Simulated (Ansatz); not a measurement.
**BGeH₃ (singlet): wave-function methods side by side at distance Ge1–B2 = 1.887 Å, cc-pVDZ**

How much of the correlation energy of BGeH₃ (singlet) does each wave-function method recover here?

Program: Ansatz 0.2.0, Gaussian basis. Level of theory: cc-pVDZ, core rule «outside noble gas», up to 15 orbitals frozen. These are calculated values, not measurements.

To be run: UHF; CCSD(T) on RHF; CCSD(T) on UHF; BCCD(T) on RHF; CISD; CCSDT(Q) on RHF; CCSDT(Q) on UHF; CCSDTQ on RHF; CASSCF and MRCISD+Q, 2 electrons in 2 orbitals; CASSCF and NEVPT2, 2 electrons in 2 orbitals; CASSCF and MRCISD+Q, 10 electrons in 11 orbitals; CASSCF and NEVPT2, 10 electrons in 11 orbitals.

## (1) The system

The geometry derives from a PBE0/def2-TZVP stationary point (not a proven minimum). One bond is set to the value named and the two fragments are kept rigid. No spin-orbit coupling is included. The filled d shell of Ge may be among the frozen orbitals whatever the setting's name suggests.

5 atoms, charge 0, spin multiplicity 1.

Atoms are counted from 1 here; the program's logs count them from 0.

Bond lengths: Ge1–B2 1.888 Å, Ge1–H3 1.530 Å, Ge1–H4 1.530 Å, B2–H5 1.183 Å. Angles: B2–Ge1–H3 116.3°, B2–Ge1–H4 116.3°, H3–Ge1–H4 113.1°, Ge1–B2–H5 159.5°.

## (2) UHF

Input file in.yaml:

```yaml
crystal:
  periodic: [false, false, false]
  atoms:
    - {symbol: Ge, position_ang: [-0.028829, 0.000000, 0.253578]}
    - {symbol: B, position_ang: [0.133521, -0.000001, -1.626959]}
    - {symbol: H, position_ang: [0.414348, 1.276988, 0.971352]}
    - {symbol: H, position_ang: [0.414348, -1.276987, 0.971353]}
    - {symbol: H, position_ang: [-0.183192, -0.000001, -2.767032]}
basis:
  gaussian: {orbitals: cc-pVDZ}
magnetization: {spin_polarized: true, initial_magnetization: 0}
hamiltonian: {xc: hf}
output: {orbitals: {seedname: orbitals}}
```

Launch:

```console
$ ansatz run in.yaml --threads 1 --pin off --events-out ev --progress --plain --max-ram 2816MiB --backend cpu
```

After this run come: CCSD(T) on RHF; CCSD(T) on UHF; BCCD(T) on RHF; CISD; CCSDT(Q) on RHF; CCSDT(Q) on UHF; CCSDTQ on RHF; CASSCF and MRCISD+Q, 2 electrons in 2 orbitals; CASSCF and NEVPT2, 2 electrons in 2 orbitals; CASSCF and MRCISD+Q, 10 electrons in 11 orbitals; CASSCF and NEVPT2, 10 electrons in 11 orbitals.

Q: Predict the results of all the runs planned. Wanted: RCCSDTQ from the RHF energy; RMP2 from RCCSDTQ; UMP2 from RCCSDTQ; RCCSD from RCCSDTQ; RCCSD(T) from RCCSDTQ; UCCSD(T) from RCCSDTQ; RCCSDT(Q) from RCCSDTQ; UCCSDT(Q) from RCCSDTQ; NEVPT2 pair from RCCSDTQ.

**Answer**, as computed:

```
                         quantity                                                   value
      RCCSDTQ from the RHF energy                                              -5.9454 eV
                RMP2 from RCCSDTQ                                         +30.26 kcal/mol
                UMP2 from RCCSDTQ                                         +37.78 kcal/mol
               RCCSD from RCCSDTQ                                          +6.14 kcal/mol
            RCCSD(T) from RCCSDTQ                                          +1.16 kcal/mol
            UCCSD(T) from RCCSDTQ                                          +1.96 kcal/mol
           RCCSDT(Q) from RCCSDTQ                                           0.00 kcal/mol
           UCCSDT(Q) from RCCSDTQ                                          +0.02 kcal/mol
         NEVPT2 pair from RCCSDTQ                                         +26.37 kcal/mol
       MRCISD+Q pair from RCCSDTQ                                          +1.04 kcal/mol
      NEVPT2 valence from RCCSDTQ                                         +19.37 kcal/mol
levels within 1 kcal/mol (43 meV)  RCCSDT, UCCSDT, RCCSDT(Q), UCCSDT(Q), MRCISD+Q valence
                    T1 diagnostic                                                   0.019
   effectively unpaired electrons                                                    0.13
```

**Reading.** RCCSD(T) lands +1.16 kcal/mol from the yardstick (0.8 % of the correlation energy). CCSD(T) misses by +1.16 kcal/mol on the restricted determinant and by +1.96 kcal/mol on the unrestricted one; the two need not hold the same state or core. One determinant dominates. Of the multireference levels listed MRCISD+Q valence comes nearest in total energy (+0.41 kcal/mol), which doesn't show that its space is the better one. These misses are within one basis, not against nature.
